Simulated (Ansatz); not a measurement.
# Cd2PtI2Br4: the cost of one run

Program: Ansatz 0.2.0. Level of theory: reference: DFT PBE, plane waves, PAW, scalar-relativistic, no spin polarisation. These are calculated values, not measurements.

## (1) The structure to begin with

The structure is tetragonal, space group I4/mmm (No. 139). The conventional cell has a = 7.977 Å, b = 7.977 Å, c = 8.558 Å, α = 90.00°, β = 90.00°, γ = 90.00°. Around Br (site symmetry m2m) lie 1 Pt at 2.30 Å. Cd (site symmetry -4m2) is surrounded by 8 Br at 3.58 Å and 4 I at 4.07 Å. Around I (site symmetry 4mm) lie 1 I at 2.61 Å and 1 Pt at 2.97 Å. Pt (site symmetry 4/mmm) is surrounded by 4 Br at 2.30 Å and 2 I at 2.97 Å.

Coordinates:

```cif
data_structure
_symmetry_space_group_name_H-M 'P 1'
_symmetry_Int_Tables_number 1
_cell_length_a 7.0800
_cell_length_b 7.0800
_cell_length_c 7.0800
_cell_angle_alpha 111.426
_cell_angle_beta 111.426
_cell_angle_gamma 105.629
_cell_volume 272.28
loop_
_atom_site_label
_atom_site_type_symbol
_atom_site_fract_x
_atom_site_fract_y
_atom_site_fract_z
_atom_site_occupancy
Br1 Br 0.20430 0.20430 0.40860 1
Br2 Br 0.20430 0.79570 0.00000 1
Br3 Br 0.79570 0.79570 0.59140 1
Br4 Br 0.79570 0.20430 0.00000 1
Cd1 Cd 0.25000 0.75000 0.50000 1
Cd2 Cd 0.75000 0.25000 0.50000 1
I1 I 0.34730 0.34730 0.00000 1
I2 I 0.65270 0.65270 0.00000 1
Pt1 Pt 0.00000 0.00000 0.00000 1
```

## (2) Reference

input.yaml

```yaml
crystal:
  lattice:
    - [-3.988432, 3.988432, 4.27915]
    - [3.988432, -3.988432, 4.27915]
    - [3.988432, 3.988432, -4.27915]
  atoms:
    - { symbol: Br, position: [0.2043, 0.2043, 0.4086] }
    - { symbol: Br, position: [0.2043, 0.7957, 0.0] }
    - { symbol: Br, position: [0.7957, 0.7957, 0.5914] }
    - { symbol: Br, position: [0.7957, 0.2043, 0.0] }
    - { symbol: Cd, position: [0.25, 0.75, 0.5] }
    - { symbol: Cd, position: [0.75, 0.25, 0.5] }
    - { symbol: I, position: [0.3473, 0.3473, 0.0] }
    - { symbol: I, position: [0.6527, 0.6527, 0.0] }
    - { symbol: Pt, position: [0.0, 0.0, 0.0] }
  symmetry: { tolerance: 0.0003 }
kpoints:
  mp_grid: { grid: [3, 3, 3], shift: [0, 0, 0] }
magnetization:
  spin_polarized: false
scf:
  occupations: { method: fermi_dirac }
hamiltonian:
  pseudopotentials: { kind: paw }
  xc: pbe
basis:
  ecutwfc: 420
output:
  forces: true
  stress: true
  eigenvalues: true
```

Started as:

```console
$ ansatz run input.yaml --threads 1 --pin off --max-ram 2560MiB --backend cpu --events-out ev --progress --plain --runs-dir out
```

**Question.** How long does this run take on 1 thread of Intel Xeon Platinum 8488C (Sapphire Rapids), shared host, and how much memory does it need?

About 7.7 s, with a peak of 0.66 GiB.
